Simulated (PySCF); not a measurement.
**InCl₂⁺: relaxation and vibrations of the singlet**

Where does singlet InCl₂⁺ go from a bent start, is the end point a minimum, and what are its modes, charges and moments?

Program: PySCF 2.14.0. Level of theory: PBE0, basis In def2-TZVP with ECP28, Cl def2-TZVP, scalar-relativistic core potentials, no spin–orbit coupling, density fitting. These are calculated values, not measurements.

### Step 1. Starting geometry

3 atoms, charge 1, spin multiplicity 1.

Bond lengths: In1–Cl2 2.362 Å, In1–Cl3 2.362 Å. Angles: Cl2–In1–Cl3 110.0°.

Z-matrix (Å, degrees; charge 1 multiplicity 1):
```
In
Cl 1 2.3618
Cl 1 2.3618 2 110.00
```

### Step 2. Relaxing the singlet from the bent start

The steps below are one call of a driver around PySCF. For each, scf.py gives the equivalent set-up of the SCF; relaxations use the driver's own optimiser. Before each start the driver seeks the lowest SCF state from one or more starting densities and follows internal instabilities, so scf.py alone need not reach the same state.

The program finds C2v symmetry in the start, which this walk keeps. The walk stops when the largest gradient is under 0.0003 Eh/bohr and the energy has settled too.

File scf.py:

```python
from pyscf import gto, scf, dft
mol = gto.M(atom='''
In     0.000000     0.000000    -0.512572
Cl     1.934700    -0.000000     0.842128
Cl    -1.934700     0.000000     0.842128''',
    basis={'In': 'def2-TZVP', 'Cl': 'def2-TZVP'},
    ecp={'In': 'def2-TZVP'},
    charge=1, spin=0)
mf = dft.RKS(mol, xc='PBE0')
mf.grids.atom_grid = (50, 194)
aux = {'In': 'def2-universal-JKFIT', 'Cl': 'def2-universal-JKFIT'}
mf = mf.density_fit(auxbasis=aux)
mf.kernel()
```

Further steps of the session: Is it a minimum? Harmonic modes.

**Question.** What will these runs give? Wanted: minimum; geometry; wavenumbers; dipole moment; highest occupied, lowest empty level; polar-tensor charge of In1; zero-point energy.

**Answer**, as computed:

| quantity | value |
| --- | --- |
| minimum | singlet, D∞h |
| geometry | In–Cl 2.203 Å (×2); Cl–In–Cl 180.0° |
| wavenumbers (cm⁻¹) | 91 (πu), 388 (σg+), 505 (σu+) |
| dipole moment (centre of mass) | 0.00 D |
| highest occupied, lowest empty level | -15.21, -9.15 eV |
| polar-tensor charge of In1 | +1.44 e |
| zero-point energy | 6.4 kJ/mol |
| entropy at 298.15 K | 283.1 J/(mol K) |

**Reading.** From C2v at the start the molecule goes to a D∞h minimum. In the infrared the band at 505 cm⁻¹ (σu+, stretch) leads. Other starts or spin states, not run here, may lie lower.
